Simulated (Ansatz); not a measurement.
# LaGeS (element-swapped structure): how the settings move a single-point run

Computed with Ansatz 0.2.0 (reference: DFT r2SCAN, plane waves, PAW, scalar-relativistic, no spin polarisation, unless a step's input says otherwise).

### 1 The starting structure

Symmetry: P4/nmm, No. 129, tetragonal system. Conventional cell: a = 3.960 Å, b = 3.960 Å, c = 8.630 Å, α = 90.00°, β = 90.00°, γ = 90.00°. Around Ge (site symmetry 4mm) lie 5 La at 2.88 to 2.96 Å. S (site symmetry -4m2) is surrounded by 4 S at 2.80 Å and 4 La at 3.18 Å. La (site symmetry 4mm) is surrounded by 5 Ge at 2.88 to 2.96 Å and 4 S at 3.18 Å.

Coordinates:

```xyz
6
Lattice="3.9600 0.0000 0.0000 0.0000 3.9600 0.0000 0.0000 0.0000 8.6296" Properties=species:S:1:pos:R:3 pbc="T T T"
Ge    0.0000    1.9800    5.4539
Ge    1.9800    0.0000    3.1757
S     0.0000    0.0000    0.0000
S     1.9800    1.9800    0.0000
La    0.0000    1.9800    2.4922
La    1.9800    0.0000    6.1374
```

### 2 The reference run

Contents of input.yaml:

```yaml
crystal:
  lattice:
    - [3.959972, 0.0, 0.0]
    - [0.0, 3.959972, 0.0]
    - [0.0, 0.0, 8.629606]
  atoms:
    - { symbol: Ge, position: [0.0, 0.5, 0.632] }
    - { symbol: Ge, position: [0.5, 0.0, 0.368] }
    - { symbol: S, position: [0.0, 0.0, 0.0] }
    - { symbol: S, position: [0.5, 0.5, 0.0] }
    - { symbol: La, position: [0.0, 0.5, 0.2888] }
    - { symbol: La, position: [0.5, 0.0, 0.7112] }
  symmetry: { tolerance: 0.0003 }
kpoints:
  mp_grid: { grid: [5, 5, 2], shift: [0, 0, 0] }
magnetization:
  spin_polarized: false
scf:
  occupations: { method: fermi_dirac, width: 0.0707 }
hamiltonian:
  pseudopotentials: { kind: paw }
  xc: r2scan
basis:
  ecutwfc: 500
output:
  forces: true
  stress: true
  eigenvalues: true
```

Launch:

```sh
ansatz run input.yaml --threads 1 --pin off --max-ram 2560MiB --backend cpu --events-out ev --progress --plain --runs-dir out
```

Q: Estimate wall time and peak memory on 1 thread of an x86-64 CPU, shared host.

About 5.9 s, with a peak of 0.73 GiB.
